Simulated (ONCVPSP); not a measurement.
# An ONCV potential for Cu, from input to tests

Aim: build the potential from the settings below, then test how well it stands in for the atom: other configurations, scattering, ghost states and the plane-wave cutoff that it needs.

Method: ONCVPSP 4.0.1.1 (patched build), PBEsol, scalar-relativistic.

## 1. Starting point

The settings as typed:

```
element                 : copper (Cu, Z = 29)
type                    : optimised norm-conserving Vanderbilt (ONCV)
frozen core             : [Ne]
valence charge          : 19
reference configuration : 3s2 3p6 3d10 4s1
partial waves           : 3s+4s: rc 1.25 bohr, ncon 4, nbas 8, qcut 8.8 1/bohr, 2 projectors; 3p: rc 0.70 bohr, ncon 4, nbas 8, qcut 13 1/bohr, 2 projectors, debl 0.9 Ha; 3d: rc 0.85 bohr, ncon 3, nbas 7, qcut 18.3 1/bohr, 2 projectors, debl 1 Ha; f scattering state at 0.46 Ha: rc 1.25 bohr, ncon 3, nbas 7, qcut 7.7 1/bohr, 2 projectors, debl 3.5 Ha
local potential         : polynomial inside 0.45 bohr (lpopt 5, dvloc0 2 Ha)
core correction         : not asked for
```

An earlier all-electron run gives the scale for the radii.

All-electron outer shells of the reference configuration (PBEsol, scalar-relativistic, ld1.x):

| shell | level (eV) | outermost node (bohr) | outermost maximum (bohr) |
| --- | --- | --- | --- |
| 2p | -916.42 | – | 0.16 |
| 3s | -114.40 | 0.29 | 0.61 |
| 3p | -72.00 | 0.26 | 0.62 |
| 3d | -5.06 | – | 0.60 |
| 4s | -4.61 | 0.89 | 2.27 |
| 4p | -0.64 | 0.98 | 3.56 |

## 2. The generation run

Cu.dat

```
# ATOM AND REFERENCE CONFIGURATION
# atsym  z   nc   nv     iexc    psfile
  Cu 29.00    3    4  -116133      upf
#
#   n    l    f
    1    0    2.00
    2    0    2.00
    2    1    6.00
    3    0    2.00
    3    1    6.00
    3    2   10.00
    4    0    1.00
#
# PSEUDOPOTENTIAL AND OPTIMIZATION
# lmax
    3
#
#   l,   rc,      ep,       ncon, nbas, qcut
    0    1.25    0.00    4    8    8.80
    1    0.70    0.00    4    8   13.00
    2    0.85    0.00    3    7   18.30
    3    1.25    0.46    3    7    7.70
#
# LOCAL POTENTIAL
# lloc, lpopt,  rc(5),   dvloc0
    4    5    0.45    2.00
#
# VANDERBILT-KLEINMAN-BYLANDER PROJECTORs
# l, nproj, debl
    0    2    1.90
    1    2    0.90
    2    2    1.00
    3    2    3.50
#
# MODEL CORE CHARGE
# icmod, fcfact, rcfact
    0    0.00    0.00
#
# LOG DERIVATIVE ANALYSIS
# epsh1, epsh2, depsh
   -6.00    5.00    0.04
#
# OUTPUT GRID
# rlmax, drl
    6.00    0.01
#
# TEST CONFIGURATIONS
# ncnf
    4
# nvcnf
#   n    l    f
    4
    3    0    2.00
    3    1    6.00
    3    2   10.00
    4    0    0.00
#
    4
    3    0    2.00
    3    1    6.00
    3    2    9.00
    4    0    0.00
#
    4
    3    0    2.00
    3    1    6.00
    3    2    8.00
    4    0    0.00
#
    4
    3    0    2.00
    3    1    5.00
    3    2   10.00
    4    0    1.00
#
```

The run is started by

```bash
oncvpsp.x < Cu.dat > Cu.out
```

Before running it: what results should come out? Wanted: cutoffs for 1 and 0.1 mHa per electron, occupied waves; bound ghosts; GHOST(+) flags; largest test error; largest phase difference near zero energy, channels read; projector energies reset by the program.

As calculated:

| quantity | value |
| --- | --- |
| cutoffs for 1 and 0.1 mHa per electron, occupied waves | 124 Ha and 322 Ha |
| bound ghosts | none found |
| GHOST(+) flags | s at 159 eV, f at 43 eV |
| largest test error (AE − PS) | +11 meV, for 3s2 3p5 3d10 4s1 (1 test unsolved) |
| largest phase difference near zero energy, channels read | 0.000 rad |
| projector energies reset by the program | p: -2.646, 0.250 Ha |

**Reading.** The worst unpolarised test, 3s2 3p5 3d10 4s1, is off by 11 meV on 79.4 eV; by total energies transferability rates as good where solved. Of the tests 1 gave no usable energy difference, which is a warning in itself. It counts as very hard, with 124 Ha needed at the looser tolerance. The tighter tolerance needs 322 Ha, and converged work needs a cutoff nearer that. At the looser tolerance the 3d wave is the slowest; 3p needs 79 Ha. The program's ghost test flags no bound state. Near zero energy the phases of the channels with partial waves agree within 0.001 rad. The program also flags highly localised states, GHOST(+) (s, f).
